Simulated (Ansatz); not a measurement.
The system is CsLiCr2Te2S3.

```xyz
9
Lattice="3.3193 1.9164 6.8798 -3.3193 1.9164 6.8798 0.0000 -3.8328 6.8798" Properties=species:S:1:pos:R:3 pbc="T T T"
Cs    0.0000    0.0000    0.0000
Li    0.0000    0.0000   10.3197
Cr    0.0000    0.0000   16.4802
Cr    0.0000    0.0000    4.1593
Te    0.0000    0.0000   14.0328
Te    0.0000    0.0000    6.6067
S    -2.4147    0.0000   10.3197
S     1.2074   -2.0912   10.3197
S     1.2074    2.0912   10.3197
```

The cell was built by a generator and needn't be a form met in nature.

Base run:

- Program: Ansatz 0.2.0
- Functional: PBE
- Potentials or basis: Ansatz PAW
- Cutoff: 420 eV (not typed: the program's choice for these potentials)
- k mesh: 5 × 5 × 5
- Occupations: fermi-dirac, width 0.05 eV
- Spin: collinear spin, ferromagnetic start
- Starting moments: [0.0, 0.0, 3.0, 3.0, 0.0, 0.0, 0.0, 0.0, 0.0] μB

Its results: band gap on the k mesh none (metal or under the smearing width); pressure 0.0 GPa; net moment 4.00 μB per cell; site moments Cs -0.01; Li +0.01; Cr +2.07; Te -0.15; S -0.06 μB; largest force 0.006 eV/Å.

**Question.** The run is repeated on the same cell with these changes: functional from PBE to HSE03; k mesh from 5 × 5 × 5 to 2 × 2 × 2. What comes out?

**Answer.** Band gap on the k mesh none (metal or under the smearing width); pressure 0.8 GPa; net moment 4.00 μB per cell; site moments Cs -0.02; Li +0.00; Cr +2.62; Te -0.31; S -0.14 μB; largest force 0.316 eV/Å.

Several settings changed at once, so the effect can't be laid on one alone.

Caveats: some runs use coarse meshes; only a ferromagnetic start was run, and an antiferromagnetic order may lie lower in energy; spin-orbit coupling is left out, which moves the levels of the heavy elements (some runs); the magnetic or orbital state may not be the lowest (some runs); the PAW data sets come from PBE, with cores solved anew for the run's functional, which leaves a small shift of forces and pressure (some runs); the thresholds are loose for stress (some runs).
